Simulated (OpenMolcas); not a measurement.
# Rh⁴⁺ among point charges: CASSCF and CASPT2 levels and susceptibility

How does a field of 4 point charges split the states of Rh⁴⁺, and what χT follows?

Method: state-averaged CASSCF and CASPT2, spin-orbit coupling by RASSI with atomic mean-field integrals. Code: OpenMolcas 26.06.

## Step 1: What is computed

```
Species                           : Rh⁴⁺ (rhodium, Z = 45, 41 electrons)
Basis                             : ANO-RCC-VDZP [6s5p3d1f], 43 functions
Scalar Hamiltonian                : DKH2, point nucleus
Inactive shells                   : 1s 2s 2p 3s 3p 3d 4s 4p
Active space                      : 5 electrons in 5 orbitals (4d)
Some configurations of this space : 4d⁵
Orbitals                          : optimised for each spin and parity, averaged over all roots
```

Outer shells as boxes (Hund's rule):

4d5
```
4d [↑ ][↑ ][↑ ][↑ ][↑ ]
```

The ion sits among 4 point charges of -1.6 e arranged as a tetrahedron (Td), 2.24 Å from the ion.

Each step is its own input file, run in one work folder so that later steps find the files of earlier ones. Labels, J, g values, rates, χT and fits are worked out afterwards by a script from the matrices that RASSI stores.

## Step 2: One- and two-electron integrals

Contents of a.inp:

```
&GATEWAY
Coord
1

Rh 0.0 0.0 0.0
Basis=ANO-RCC-VDZP
Group=NoSym
NoMove
AngMom=0.0 0.0 0.0
AMFI
XField
4 Angstrom 0
1.293265 1.293265 1.293265 -1.600000
1.293265 -1.293265 -1.293265 -1.600000
-1.293265 1.293265 -1.293265 -1.600000
-1.293265 -1.293265 1.293265 -1.600000
&SEWARD
```

Command:

```
$ OMP_NUM_THREADS=1 MOLCAS_MEM=1689 MOLCAS_PROJECT=a pymolcas a.inp > a.log
```

## Step 3: CASSCF: sextets, 1 root

Contents of a.inp:

```
&RASSCF
FileOrb=start.orb
Symmetry=1
Spin=6
nActEl=5 0 0
Inactive=18
Ras2=5
CIRoot=1 1 1
SDav=1
CIMx=300
Iter=120 100
PrWF=0.3
OrbListing=Nothing
MaxOrb=0
>>> COPY $Project.JobIph JOB001
```

start.orb holds the contracted functions of the basis, ordered by shell, or the orbitals of the step before.

## Step 4: CASSCF: quartets, 24 roots

Contents of a.inp:

```
&RASSCF
FileOrb=start.orb
Symmetry=1
Spin=4
nActEl=5 0 0
Inactive=18
Ras2=5
CIRoot=24 24 1
SDav=24
CIMx=300
Iter=120 100
PrWF=0.3
OrbListing=Nothing
MaxOrb=0
>>> COPY $Project.JobIph JOB002
```

## Step 5: Reference wave functions, doublets, 75 roots

Contents of a.inp:

```
&RASSCF
FileOrb=start.orb
Symmetry=1
Spin=2
nActEl=5 0 0
Inactive=18
Ras2=5
CIRoot=75 75 1
SDav=75
CIMx=300
Iter=120 100
PrWF=0.3
OrbListing=Nothing
MaxOrb=0
>>> COPY $Project.JobIph JOB003
```

## Step 6: State interaction with spin-orbit coupling

Contents of a.inp:

```
&RASSI
NrOfJobIphs=3 1 24 75
1
1 2 3 4 5 6 7 8 9 10 11 12 13 14 15 16 17 18 19 20 21 22 23 24
1 2 3 4 5 6 7 8 9 10 11 12 13 14 15 16 17 18 19 20 21 22 23 24 25 26 27
28 29 30 31 32 33 34 35 36 37 38 39 40 41 42 43 44 45 46 47 48 49 50 51
52 53 54 55 56 57 58 59 60 61 62 63 64 65 66 67 68 69 70 71 72 73 74 75
IphNames
JOB001
JOB002
JOB003
EJob
SpinOrbit
DIPRint=1.0
SOCoupling=1000.0
Subsets=2
Property=9
'ANGMOM' 1 'ANGMOM' 2 'ANGMOM' 3 'MLTPL  1' 1 'MLTPL  1' 2 'MLTPL  1' 3
'AMFI' 1 'AMFI' 2 'AMFI' 3
SOProperty=3
'ANGMOM' 1 'ANGMOM' 2 'ANGMOM' 3
```

## Step 7: CASPT2: IPEA 0.25, imaginary shift 0.1 (closed shells correlated: 4s 4p)

Contents of a.inp:

```
>>> COPY JOB001 $Project.JobIph
&CASPT2
Multistate=1 1
Frozen=14
IPEA=0.25
Imaginary=0.1
MaxIter=60
WThr=0.0 0.3 0.05
PrWF=0.5
NoMix
>>> COPY JOB002 $Project.JobIph
&CASPT2
Multistate=24 1 2 3 4 5 6 7 8 9 10 11 12 13 14 15 16 17 18 19 20 21 22
23 24
NoMult
Frozen=14
IPEA=0.25
Imaginary=0.1
MaxIter=60
WThr=0.0 0.3 0.05
PrWF=0.5
NoMix
>>> COPY JOB003 $Project.JobIph
&CASPT2
Multistate=75 1 2 3 4 5 6 7 8 9 10 11 12 13 14 15 16 17 18 19 20 21 22
23 24 25 26 27 28 29 30 31 32 33 34 35 36 37 38 39 40 41 42 43 44 45 46
47 48 49 50 51 52 53 54 55 56 57 58 59 60 61 62 63 64 65 66 67 68 69 70
71 72 73 74 75
NoMult
Frozen=14
IPEA=0.25
Imaginary=0.1
MaxIter=60
WThr=0.0 0.3 0.05
PrWF=0.5
NoMix
```

(Steps that only read results are left out.)

What does the calculation give? Wanted: spin-free ground state; lowest level; next level.

**Answer**, as computed:

```
                 quantity                                                                        value
                   method  SS-CASPT2, IPEA 0.25, imaginary shift 0.1 (closed shells correlated: 4s 4p)
   spin-free ground state                                              6A1, 1-fold in its orbital part
             lowest level                                                                    4-fold Γ8
               next level                                                                     0.1 cm⁻¹
              χT at 300 K                                                               4.36 cm³ K/mol
effective moment at 300 K                                                                      5.91 μB
```

Cost by method:

| method | time of its own steps | time with the reference |
| --- | --- | --- |
| A. CASSCF | 20 s | 20 s |
| B. SS-CASPT2, IPEA 0.25, imaginary shift 0.1, +4s 4p | 6.2 s | 26 s |

Times are of one thread on a shared host.

What this shows: The spin-free ground state (6A1) comes to 100 % from free-ion S terms and keeps the highest spin of the shell. χT at 300 K is 4.36, against 4.39 cm³ K/mol for the spin alone, as a half-filled shell (L = 0) has no orbital moment. An active space of the d shell alone favours high spin; real ions in strong fields can be low spin. A ligand-field fit to the states below 45000 cm-1 gives 10Dq = -1599 cm-1, B = 695 cm-1 and C = 4027 cm-1 (C/B = 5.79), with a deviation of 804 cm-1. CASPT2 does not keep the components of a term degenerate, and the means are used. The field of point charges can differ much from that of real complexes. This is an electrostatic model: the charges have no orbitals.
